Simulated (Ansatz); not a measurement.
# GaAg3S2: the cost of one run

Program: Ansatz 0.2.0. Level of theory: DFT PBE, scalar-relativistic, plane waves, PAW. These are calculated values, not measurements.

### 1 The starting structure

The structure is hexagonal, space group P6/mmm (No. 191). The conventional cell has a = 4.575 Å, b = 4.575 Å, c = 7.117 Å, α = 90.00°, β = 90.00°, γ = 120.00°. Ga (site symmetry 6/mmm) has 2 S at 1.94 Å as nearest neighbours. Ag (site symmetry mmm) has 4 Ag at 2.29 Å as nearest neighbours. Around S (site symmetry 6mm) lie 1 Ga at 1.94 Å.

Coordinates:

```cif
data_structure
_symmetry_space_group_name_H-M 'P 1'
_symmetry_Int_Tables_number 1
_cell_length_a 4.5754
_cell_length_b 4.5754
_cell_length_c 7.1167
_cell_angle_alpha 90.000
_cell_angle_beta 90.000
_cell_angle_gamma 120.000
_cell_volume 129.02
loop_
_atom_site_label
_atom_site_type_symbol
_atom_site_fract_x
_atom_site_fract_y
_atom_site_fract_z
_atom_site_occupancy
Ga1 Ga 0.00000 0.00000 0.50000 1
Ag1 Ag 0.50000 0.00000 0.00000 1
Ag2 Ag 0.00000 0.50000 0.00000 1
Ag3 Ag 0.50000 0.50000 0.00000 1
S1 S 0.00000 0.00000 0.22768 1
S2 S 0.00000 0.00000 0.77232 1
```

The cell is invented: random cell by space group and Wyckoff sites (P6/mmm, No. 191). The dimensions are guesses.

### 2 Probe: one point on a coarse mesh

Contents of input.yaml:

```yaml
crystal:
  lattice:
    - [4.5754276, 0.0, 0.0]
    - [-2.2877138, 3.96243653, 0.0]
    - [0.0, 0.0, 7.11669648]
  atoms:
    - { symbol: Ga, position: [0.0, 0.0, 0.5] }
    - { symbol: Ag, position: [0.5, 0.0, 0.0] }
    - { symbol: Ag, position: [0.0, 0.5, 0.0] }
    - { symbol: Ag, position: [0.5, 0.5, 0.0] }
    - { symbol: S, position: [0.0, 0.0, 0.22768439] }
    - { symbol: S, position: [0.0, 0.0, 0.77231561] }
basis:
  ecutwfc: 420
kpoints:
  mp_grid: { grid: [6, 6, 4] }
hamiltonian:
  xc: pbe
scf:
  occupations: { method: gaussian, width: 0.1 }
  lower_state_search: "off"
output:
  forces: true
  stress: true
  eigenvalues: true
```

Started as:

```sh
$ ansatz run input.yaml --threads 1 --pin off --max-ram 2560MiB --backend cpu --events-out ev --progress --plain --runs-dir out
```

**Question.** How long does this run take on 1 thread of AMD EPYC 7R13 (Zen 3), shared host, and how much memory does it need?

About 4.9 s, with a peak of 0.49 GiB.
